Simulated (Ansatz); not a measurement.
## two structures of Pd: a comparison of enthalpies under pressure

Computed with Ansatz 0.2.0, Python API.

`run_transition.py`:
```python
# -*- coding: utf-8 -*-
"""Pressure at which two phases of Pd cross."""

import warnings

import ansatz as az
import numpy as np


def hcp(first, a):
    return (
        az.Lattice.from_parameters(a, a, 1.633 * a, alpha=90, beta=90, gamma=120)
        .space_group(194)
        .atom(first, (1 / 3, 2 / 3, 0.25))
    )


def diamond(a_site, a):
    return (
        az.Lattice.fcc(a)
        .space_group(227, origin_choice=1)
        .atom(a_site, (0, 0, 0))
        .primitive()
    )


def solve(name, crystal, pressure=0.0):
    calc = (
        crystal.calculation()
        .functional("lda")
        .scf(tolerance=1e-07)
        .basis(500)
        .kpoints(spacing=0.27)
        .occupations("fermi_dirac", width=0.05)
    )
    calc = calc.relax(force_tolerance=0.02, max_steps=40, cell=True, pressure=pressure)
    return calc.run()


def volume_per_atom(outcome):
    return abs(np.linalg.det(outcome.lattice.cell_ang)) / len(outcome.lattice.sites)

warnings.simplefilter("ignore", az.DeckWarning)

phases = {}
phases["hcp"] = hcp("Pd", 2.75)
phases["diamond"] = diamond("Pd", 5.35)

# enthalpy per atom at each pressure
pressures = [0, 5, 10, 20]
enthalpy, volume = {name: [] for name in phases}, {name: [] for name in phases}
for p in pressures:
    for name, crystal in phases.items():
        o = solve(name, crystal, pressure=p)
        volume[name].append(volume_per_atom(o))
        enthalpy[name].append(o.report["energy_sigma0_ev"] / len(o.lattice.sites) + p * volume[name][-1] / 160.21766)
gap = np.array(enthalpy["diamond"]) - np.array(enthalpy["hcp"])
rows = [(p, va, vb, 1000 * d) for p, va, vb, d in zip(pressures, volume["hcp"], volume["diamond"], gap)]
print("   P (GPa)  V hcp (A^3/atom)  V diamond (A^3/atom)  H(diamond) - H(hcp) (meV/atom)")
for row in rows:
    print(f"{row[0]:10d}  {row[1]:16.3f}  {row[2]:20.3f}  {row[3]:+30.1f}")
crossings = [p0 - g0 * (p1 - p0) / (g1 - g0) for p0, p1, g0, g1 in zip(pressures, pressures[1:], gap, gap[1:]) if g0 * g1 < 0]
print("crossing near", [round(float(p), 1) for p in crossings], "GPa") if crossings else print("no crossing in this range")
```

```console
$ python run_transition.py
   P (GPa)  V hcp (A^3/atom)  V diamond (A^3/atom)  H(diamond) - H(hcp) (meV/atom)
         0            14.224                22.101                         +1379.9
         5            13.927                21.115                         +1613.7
        10            13.664                20.361                         +1829.6
        20            13.216                19.216                         +2223.7
no crossing in this range
```

Notes:
- At a fixed pressure a relaxation lowers the enthalpy F + PV, while F alone can rise.
- For the metals among these phases the mesh is modest: differences between phases can be off by up to 40 meV an atom.
- The program warned that this SCF threshold is loose for forces or stresses.
- Only these two structures are compared, at zero temperature and with their symmetry kept; either may be hypothetical, and another phase may be lower than both. Differences under about 40 meV an atom lie within the error of mesh and functional.
- The cells are prototypes set up for this calculation and needn't exist.
- The script silences the warnings on its input, which a real study should read.
- Wall time of the script: 45 s on 1 thread of Intel(R) Xeon(R) Platinum 8488C (Sapphire Rapids), with other jobs on the host, peak memory 0.43 GiB.
